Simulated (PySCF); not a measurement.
**[Pb(OCH3)2]2+: forces at shaken geometries**

Aim: move all atoms of relaxed [Pb(OCH3)2]2+ at random and read energies and forces. The structure is generated, not taken from experiment.

Computed with PySCF 2.14.0. Level: B3LYP, Pb def2-SVP with ECP60, O def2-SVP, C def2-SVP, H def2-SVP; scalar-relativistic core potentials, no spin–orbit coupling.

3 further runs of the same task are left out: 2 for a known fault of the program, 1 that didn't finish.

## (1) Starting geometry

11 atoms, charge 2, spin multiplicity 1.

Bond lengths: Pb1–O2 1.891 Å, Pb1–O7 1.891 Å, C3–H4 1.096 Å, C3–H5 1.096 Å, C3–H6 1.096 Å, C8–H9 1.096 Å, C8–H10 1.096 Å, C8–H11 1.096 Å. Angles: O2–Pb1–O7 180.0°, H4–C3–H5 116.1°, H4–C3–H6 116.1°, H5–C3–H6 116.1°, H9–C8–H10 116.1°, H9–C8–H11 116.1°, H10–C8–H11 116.1°.

As a file:

```
atom    x (Å)    y (Å)    z (Å)
 Pb1   0.0000   0.0000   0.0000
  O2   0.0000   0.0000   1.8911
  C3   0.0000   0.0000   3.5156
  H4  -1.0742   0.0000   3.7347
  H5   0.5371  -0.9303   3.7347
  H6   0.5371   0.9302   3.7347
  O7   0.0000   0.0000  -1.8911
  C8   0.0000   0.0000  -3.5156
  H9  -1.0742   0.0000  -3.7347
 H10   0.5371   0.9302  -3.7347
 H11   0.5371  -0.9303  -3.7347
```

Formal oxidation states: Pb +4. An earlier session relaxed this geometry at B3LYP, Pb def2-SVP with ECP60, O def2-SVP, C def2-SVP, H def2-SVP (singlet, point group D3h). Its vibrations showed it to be a saddle point, relaxed within its symmetry.

Its energy there is -422.094796 Eh.

## (2) Atoms moved at random, σ = 0.1 Å

Input file run.py (the lines that set the calculation):

```python
mol = gto.M(atom='''
Pb     0.05188     0.04630     0.12415
O      0.02526     0.11973     1.83046
C     -0.09614    -0.03581     3.58034
H     -1.11041     0.10526     3.86333
H      0.34633    -0.98354     3.57756
H      0.44149     0.79959     3.72285
O      0.15957    -0.05541    -1.90827
C      0.04548    -0.05250    -3.49202
H     -0.85631     0.26192    -3.73338
H      0.51861     0.80643    -3.75747
H      0.47424    -1.01196    -3.80754''',
    basis={'Pb': 'def2-SVP', 'O': 'def2-SVP', 'C': 'def2-SVP', 'H': 'def2-SVP'},
    ecp={'Pb': 'def2-SVP'},
    charge=2, spin=0)
mf = dft.RKS(mol, xc='B3LYP')
mf.grids.atom_grid = (50, 194)
mf = mf.density_fit()  # fitting sets: Pb def2-universal-JKFIT, O def2-universal-JKFIT, C def2-universal-JKFIT, H def2-universal-JKFIT
mf.conv_tol = 1e-08; mf.max_cycle = 55
mf.kernel(dm0)  # dm0: the density of the relaxed state
```

On the command line:

```bash
> OMP_NUM_THREADS=2 python run.py
```

## (3) Atoms moved at random, σ = 0.06 Å

Input file run.py (the lines that set the calculation):

```python
mol = gto.M(atom='''
Pb     0.00631     0.05114    -0.02039
O      0.02549    -0.06299     1.87854
C     -0.01353    -0.05765     3.54008
H     -1.09806     0.02887     3.74086
H      0.54665    -0.89234     3.75378
H      0.45032     1.02459     3.73793
O      0.00308     0.03408    -1.88428
C     -0.04242    -0.05415    -3.53685
H     -1.01875     0.00274    -3.81270
H      0.60651     0.92396    -3.75988
H      0.53440    -0.99825    -3.63708''',
    basis={'Pb': 'def2-SVP', 'O': 'def2-SVP', 'C': 'def2-SVP', 'H': 'def2-SVP'},
    ecp={'Pb': 'def2-SVP'},
    charge=2, spin=0)
mf = dft.RKS(mol, xc='B3LYP')
mf.grids.atom_grid = (50, 194)
mf = mf.density_fit()  # fitting sets: Pb def2-universal-JKFIT, O def2-universal-JKFIT, C def2-universal-JKFIT, H def2-universal-JKFIT
mf.conv_tol = 1e-08; mf.max_cycle = 55
mf.kernel(dm0)  # dm0: the density of the relaxed state
```

## (4) Atoms moved at random, σ = 0.03 Å

Input file run.py (the lines that set the calculation):

```python
mol = gto.M(atom='''
Pb    -0.01244    -0.02726     0.00976
O     -0.02248    -0.03029     1.85881
C      0.03884    -0.00583     3.52450
H     -1.07926    -0.00837     3.75000
H      0.56301    -0.91566     3.71908
H      0.54925     0.90951     3.74478
O     -0.01481     0.02174    -1.92619
C     -0.03539     0.03455    -3.50667
H     -1.08386     0.01728    -3.71217
H      0.54387     0.91246    -3.74312
H      0.55325    -0.90812    -3.71878''',
    basis={'Pb': 'def2-SVP', 'O': 'def2-SVP', 'C': 'def2-SVP', 'H': 'def2-SVP'},
    ecp={'Pb': 'def2-SVP'},
    charge=2, spin=0)
mf = dft.RKS(mol, xc='B3LYP')
mf.grids.atom_grid = (50, 194)
mf = mf.density_fit()  # fitting sets: Pb def2-universal-JKFIT, O def2-universal-JKFIT, C def2-universal-JKFIT, H def2-universal-JKFIT
mf.conv_tol = 1e-08; mf.max_cycle = 55
mf.kernel(dm0)  # dm0: the density of the relaxed state
```

Q: Predict the outcome of this session. Wanted: for each run, σ; energy rise; harmonic estimate −½ F·u; largest force component.

The runs gave:

| σ (Å) | energy rise (eV) | harmonic estimate −½ F·u (eV) | largest force component (eV/Å) |
| --- | --- | --- | --- |
| 0.1 | 2.099 | 2.071 | 13.57 |
| 0.06 | 0.631 | 0.628 | 6.15 |
| 0.03 | 0.198 | 0.198 | 3.15 |

Every displacement raises the energy. For a harmonic well the rise equals −½ F·u; the two differ by at most 1 % here (a move with σ = 0.1 Å), from anharmonicity, the grid and the small forces left at the relaxed point. The bases are small and lack diffuse functions. Spin–orbit coupling is left out.
